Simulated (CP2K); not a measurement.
Bi2Te3 (Tellurobismuthite):

```xyz
5
Lattice="10.4763 0.0000 0.0000 9.5582 4.2888 0.0000 9.5582 2.0461 3.7693" Properties=species:S:1:pos:R:3 pbc="T T T"
Bi   17.7556    3.8010    2.2616
Bi   11.8371    2.5340    1.5077
Te   23.3930    5.0078    2.9796
Te    6.1997    1.3272    0.7897
Te    0.0000    0.0000    0.0000
```

Base run:

```yaml
Program: CP2K 2026.2
Functional: PBE
Potentials_or_basis: GTH_POTENTIALS Bi GTH-PBE-q5, Te GTH-PBE-q6; DZVP-MOLOPT-SR-GTH basis
Density_cutoff: 6123 eV
k_mesh: 7 × 7 × 7
Occupations: fermi-dirac, width 0.05 eV
Spin: no spin polarisation
```

Its results: band gap on the k mesh 0.27 eV, direct; pressure 2.5 GPa; largest force 0.042 eV/Å.

Task: The run is repeated on the same cell with these changes: potentials or basis from GTH_POTENTIALS Bi GTH-PBE-q5, Te GTH-PBE-q6; DZVP-MOLOPT-SR-GTH basis to GTH_POTENTIALS Bi GTH-PADE-q5, Te GTH-PADE-q6; DZVP-MOLOPT-SR-GTH basis; potentials from Bi GTH-PBE-q5 of GTH_POTENTIALS, Te GTH-PBE-q6 of GTH_POTENTIALS to Bi GTH-PADE-q5 of GTH_POTENTIALS, Te GTH-PADE-q6 of GTH_POTENTIALS. What comes out?

Result: Band gap on the k mesh 0.27 eV, direct; pressure 0.1 GPa; largest force 0.318 eV/Å.

Caveats: spin-orbit coupling is left out, which as a rule narrows the gap of such compounds by several tenths of an eV; the basis of atomic orbitals isn't converged, which shifts pressures, moduli and gaps; the potentials were made for another functional, which shifts forces and pressure (some runs).
